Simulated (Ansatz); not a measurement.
**Ti3O2: a relaxation**

The task: find the equilibrium cell of Ti3O2.

Computed with Ansatz 0.2.0 (DFT PBEsol, scalar-relativistic, plane waves, PAW, unless a step's input says otherwise).

**1. The system as given**

It takes space group R-3c (No. 167, trigonal). The conventional cell has a = 5.102 Å, b = 5.102 Å, c = 14.861 Å, α = 90.00°, β = 90.00°, γ = 120.00°. Around Ti (site symmetry 2) lie 4 O at 2.07 to 2.13 Å. Around O (site symmetry 3) lie 6 Ti at 2.07 to 2.13 Å.

Structure file:

```
Ti O
1.0
     2.55107    1.47286    4.95380
    -2.55107    1.47286    4.95380
     0.00000   -2.94572    4.95380
Ti O
6 4
Direct
  0.91920 0.58080 0.25000
  0.58080 0.25000 0.91920
  0.25000 0.91920 0.58080
  0.75000 0.08080 0.41920
  0.41920 0.75000 0.08080
  0.08080 0.41920 0.75000
  0.83746 0.83746 0.83746
  0.66254 0.66254 0.66254
  0.33746 0.33746 0.33746
  0.16254 0.16254 0.16254
```

The structure comes from the Materials Project (structure only).

(A quick probe on a coarse mesh, which set the mesh and smearing, is not shown.)

**3. The relaxation**

Input file input.yaml:

```yaml
crystal:
  lattice:
    - [2.5510662879, 1.4728588081, 4.9537952125]
    - [-2.5510662879, 1.4728588081, 4.9537952125]
    - [0.0, -2.9457176161, 4.9537952125]
  atoms:
    - { symbol: Ti, position: [0.91919994, 0.58080006, 0.25] }
    - { symbol: Ti, position: [0.58080006, 0.25, 0.91919994] }
    - { symbol: Ti, position: [0.25, 0.91919994, 0.58080006] }
    - { symbol: Ti, position: [0.75, 0.08080006, 0.41919994] }
    - { symbol: Ti, position: [0.41919994, 0.75, 0.08080006] }
    - { symbol: Ti, position: [0.08080006, 0.41919994, 0.75] }
    - { symbol: O, position: [0.83746095, 0.83746095, 0.83746095] }
    - { symbol: O, position: [0.66253905, 0.66253905, 0.66253905] }
    - { symbol: O, position: [0.33746095, 0.33746095, 0.33746095] }
    - { symbol: O, position: [0.16253905, 0.16253905, 0.16253905] }
basis:
  ecutwfc: 420
kpoints:
  mp_grid: { grid: [12, 12, 12] }
hamiltonian:
  xc: pbesol
scf:
  occupations: { method: gaussian, width: 0.1 }
output:
  forces: true
  stress: true
  eigenvalues: true
  write_density: true
  write_potential: true
  elf: true
  volumetric_format: npy
relax:
  adjacent_minimum: "off"
  f_tol: 0.005
  max_steps: 80
  cell: { stress_tol: 0.05 }
```

Launch:

```bash
$ ansatz run input.yaml --threads 2 --pin off --max-ram 5120MiB --backend cpu --events-out ev --progress --plain --runs-dir out
```

**Question.** What will these runs give? Wanted: relaxed cell; volume; formation energy; gap on the mesh.

The runs gave:

| quantity | value |
| --- | --- |
| relaxed cell (conventional) | a = 5.058 Å, b = 5.058 Å, c = 14.714 Å, α = 90.00°, β = 90.00°, γ = 120.00° |
| space group (0.01 Å) | R-3c (No. 167) |
| volume | 10.87 Å³/atom |
| formation energy (elements from runs with the same settings, not shown) | -2.23 eV/atom |
| gap on the mesh | none (metal) |

Relaxation lowered the volume by 2.7 %. A spin-polarised run here lost its starting moments, which speaks against magnetism, though one start doesn't rule it out.
